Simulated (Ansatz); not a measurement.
# CdH₄O₂Si: small, medium and large basis sets

How large a basis does CdH₄O₂Si need? Two functionals are run in growing sets.

The runs use Ansatz 0.2.0, Gaussian basis; one geometry, several basis sets.

The runs, in order: PBE0-D4/def2-SVP; ωB97M-V/def2-SVP; PBE0-D4/def2-QZVPP; ωB97M-V/def2-QZVPP; the functionals' def2-TZVPP values are taken from earlier runs.

## Step 1: Structure used throughout

All runs share one geometry, relaxed beforehand with PBE0-D4 in a triple-zeta def2 set. Cd takes the def2 core potential; no spin-orbit term is included.

SMILES `[OH][Cd][O][SiH3]`, 8 atoms, charge 0, spin multiplicity 1.

Atoms are counted from 1 here; the program's logs count them from 0.

Bond lengths: O1–Cd2 1.953 Å, O1–H5 0.960 Å, Cd2–O3 1.952 Å, O3–Si4 1.624 Å, Si4–H6 1.494 Å, Si4–H7 1.495 Å, Si4–H8 1.488 Å. Angles: Cd2–O1–H5 112.4°, O1–Cd2–O3 174.2°, Cd2–O3–Si4 134.7°, O3–Si4–H6 112.1°, O3–Si4–H7 112.0°, O3–Si4–H8 109.2°, H6–Si4–H7 106.8°, H6–Si4–H8 108.4°, H7–Si4–H8 108.3°.

## Step 2: PBE0-D4 in def2-SVP

Input file in.yaml:

```yaml
crystal:
  periodic: [false, false, false]
  atoms:
    - {symbol: O, position_ang: [0.403904, 2.572755, -2.278414]}
    - {symbol: Cd, position_ang: [0.179835, 0.913714, -1.273042]}
    - {symbol: O, position_ang: [0.067571, -0.831523, -0.405971]}
    - {symbol: Si, position_ang: [-0.058577, -1.336796, 1.132012]}
    - {symbol: H, position_ang: [-0.287863, 3.211337, -2.090008]}
    - {symbol: H, position_ang: [1.116193, -0.923325, 1.957107]}
    - {symbol: H, position_ang: [-1.273887, -0.784534, 1.804279]}
    - {symbol: H, position_ang: [-0.147185, -2.821638, 1.154027]}
basis:
  gaussian: {orbitals: def2-SVP}
hamiltonian: {xc: pbe0, dispersion: d4}
output: {orbitals: {seedname: orbitals}}
```

Launch:

```bash
ansatz run in.yaml --threads 4 --pin off --events-out ev --progress --plain --max-ram 10444MiB
```

The runs that follow: ωB97M-V in def2-SVP; PBE0-D4 in def2-QZVPP; ωB97M-V in def2-QZVPP.

Q: Predict the results of all the runs planned. Wanted: PBE0-D4: double and triple zeta above quadruple; ωB97M-V: double and triple zeta above quadruple.

As calculated:

| quantity | value |
| --- | --- |
| PBE0-D4: double and triple zeta above quadruple | 9.99, 0.68 eV |
| ωB97M-V: double and triple zeta above quadruple | 10.16, 0.64 eV |

What this shows: PBE0-D4 gains 9.31 eV from double to triple zeta, then 0.68 eV more. These are total energies; as a rule much of such shifts cancels in differences, which this series doesn't test.
